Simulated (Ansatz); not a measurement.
I need a convergence test of the plane-wave cutoff of Al, space group P6_3/mmc. Use the Ansatz DFT code, driven from Python. Settings (first run): r2SCAN, PAW, cutoff 250 eV, 9×9×5 k-points, Methfessel-Paxton smearing of 0.1 eV. The script varies cutoff (eV): 250, 300, 350, 400, 450, 500.

```xyz
2
Lattice="2.8125 0.0000 0.0000 -1.4062 2.4357 0.0000 0.0000 0.0000 4.8669" Properties=species:S:1:pos:R:3 pbc="T T T"
Al    1.4062    0.8119    3.6501
Al    0.0000    1.6238    1.2167
```

Script `ecut.py`:
```python
"""Cutoff test for Al."""

import warnings

import ansatz
from ase import Atoms
from tabulate import tabulate

warnings.simplefilter("ignore", ansatz.DeckWarning)

atoms = Atoms(
    ["Al", "Al"],
    scaled_positions=[
        [2 / 3, 1 / 3, 0.75],
        [1 / 3, 2 / 3, 0.25],
    ],
    cell=[
        [2.812455, 0.0, 0.0],
        [-1.406228, 2.435658, 0.0],
        [0.0, 0.0, 4.86685],
    ],
    pbc=True,
)
crystal = ansatz.Crystal.from_ase(atoms)

base = (
    crystal.calculation()
    .functional("r2scan")
    .kpoints(spacing=0.29)
    .occupations("methfessel_paxton", width=0.1)
    .stress()
)

rows = []
for value in [250, 300, 350, 400, 450, 500]:
    report = base.basis(value).run(threads=1).report
    rows.append((value, report["free_energy_ev"] / len(report["lattice"]["sites"]), report["n_iterations"], sum(report["stress_gpa"][i][i] for i in range(3)) / 3, report["n_pw"]))

print(tabulate(rows, headers=["cutoff (eV)", "F/atom (eV)", "iterations", "P (GPa)", "plane waves"], floatfmt=".4f", tablefmt="grid"))

# differences from the last row
for row in rows[:-1]:
    shift = 1000 * (row[1] - rows[-1][1])
    print(f"{row[0]}: {shift:+.2f} meV/atom" + ("  (within 5 meV)" if abs(shift) < 5 else ""))
```

`python ecut.py` gives:
```text
+---------------+---------------+--------------+-----------+---------------+
|   cutoff (eV) |   F/atom (eV) |   iterations |   P (GPa) |   plane waves |
+===============+===============+==============+===========+===============+
|           250 |     -540.2614 |            6 |   -0.4254 |           301 |
+---------------+---------------+--------------+-----------+---------------+
|           300 |     -540.3459 |            6 |   -2.3951 |           373 |
+---------------+---------------+--------------+-----------+---------------+
|           350 |     -540.3676 |            6 |   -2.7474 |           513 |
+---------------+---------------+--------------+-----------+---------------+
|           400 |     -540.3736 |            6 |   -2.6903 |           597 |
+---------------+---------------+--------------+-----------+---------------+
|           450 |     -540.3746 |            6 |   -2.6971 |           713 |
+---------------+---------------+--------------+-----------+---------------+
|           500 |     -540.3746 |            6 |   -2.6976 |           845 |
+---------------+---------------+--------------+-----------+---------------+
250: +113.20 meV/atom
300: +28.72 meV/atom
350: +7.00 meV/atom
400: +1.05 meV/atom  (within 5 meV)
450: +0.05 meV/atom  (within 5 meV)
```

From 400 eV on it stays within 5 meV an atom of the value at 500 eV; the first row (250 eV) is off by 113.2 meV and the last but one by 0.05 meV. The energy falls steadily, as expected when plane waves are added. The pressure moves from -0.43 to -2.70 GPa (the program's stress holds a Pulay correction, so it settles early).

Caveats:
- The mesh is modest for a metal, so energies can be off by several to tens of meV an atom and pressures by half a GPa or more; differences at equal mesh fare better.
- Pressure is positive in compression.
- This isn't the structure that Al takes at ambient conditions.
- Shifts are counted from the last row, which is itself no proven limit.
- The script silences the warnings on its input, which a real study should read.
- Run time: 6.7 s on 1 thread of Arm Neoverse V2, with other jobs on the host, peak memory 0.43 GiB.

(Lines on the test bed's own set-up are left out of the output.)
